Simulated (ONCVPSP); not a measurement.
# Ga: the cost of one run

Program: ONCVPSP 4.0.1.1 (patched build). Reference atom: PBEsol, scalar-relativistic, spherical and spin-unpolarised. All values are calculated.

## Step 1: Settings

The settings as typed:

- element: gallium (Ga, Z = 31)
- type: optimised norm-conserving Vanderbilt (ONCV)
- frozen core: [Ar]
- valence charge: 13
- reference configuration: 3d10 4s2 4p1
- partial waves: 4s: rc 2.00 bohr, ncon 4, nbas 7, qcut 3.8 1/bohr, 3 projectors, debl 3 Ha; 4p: rc 2.05 bohr, ncon 4, nbas 8, qcut 4.3 1/bohr, 2 projectors, debl 3.7 Ha; 3d: rc 1.40 bohr, ncon 3, nbas 7, qcut 11.9 1/bohr, 2 projectors, debl 3.5 Ha
- local potential: polynomial inside 0.95 bohr (lpopt 3, dvloc0 -2.5 Ha)
- core correction: Teter function, fcfact 5.5, rcfact 1.6

The outer shells as boxes (Hund's rule for the drawing; the calculation is spin-unpolarised):

```
[Ar] core
3d [↑↓][↑↓][↑↓][↑↓][↑↓]
4s [↑↓]
4p [↑ ][  ][  ]
```

## Step 2: The generation run

Ga.dat reads:

```
# ATOM AND REFERENCE CONFIGURATION
# atsym  z   nc   nv     iexc    psfile
  Ga 31.00    5    3  -116133      upf
#
#   n    l    f
    1    0    2.00
    2    0    2.00
    2    1    6.00
    3    0    2.00
    3    1    6.00
    3    2   10.00
    4    0    2.00
    4    1    1.00
#
# PSEUDOPOTENTIAL AND OPTIMIZATION
# lmax
    2
#
#   l,   rc,      ep,       ncon, nbas, qcut
    0    2.00    0.00    4    7    3.80
    1    2.05    0.00    4    8    4.30
    2    1.40    0.00    3    7   11.90
#
# LOCAL POTENTIAL
# lloc, lpopt,  rc(5),   dvloc0
    4    3    0.95   -2.50
#
# VANDERBILT-KLEINMAN-BYLANDER PROJECTORs
# l, nproj, debl
    0    3    3.00
    1    2    3.70
    2    2    3.50
#
# MODEL CORE CHARGE
# icmod, fcfact, rcfact
    3    5.50    1.60
#
# LOG DERIVATIVE ANALYSIS
# epsh1, epsh2, depsh
   -2.00    5.00    0.02
#
# OUTPUT GRID
# rlmax, drl
    6.00    0.01
#
# TEST CONFIGURATIONS
# ncnf
    4
# nvcnf
#   n    l    f
    3
    3    2   10.00
    4    0    2.00
    4    1    0.00
#
    3
    3    2   10.00
    4    0    1.00
    4    1    0.00
#
    3
    3    2   10.00
    4    0    0.00
    4    1    0.00
#
    3
    3    2   10.00
    4    0    0.00
    4    1    3.00
#
```

Launch:

```sh
$ oncvpsp.x < Ga.dat > Ga.out
```

**Question.** How long does this run take on 1 thread of Neoverse-V2, shared host?

About 3.8 s.
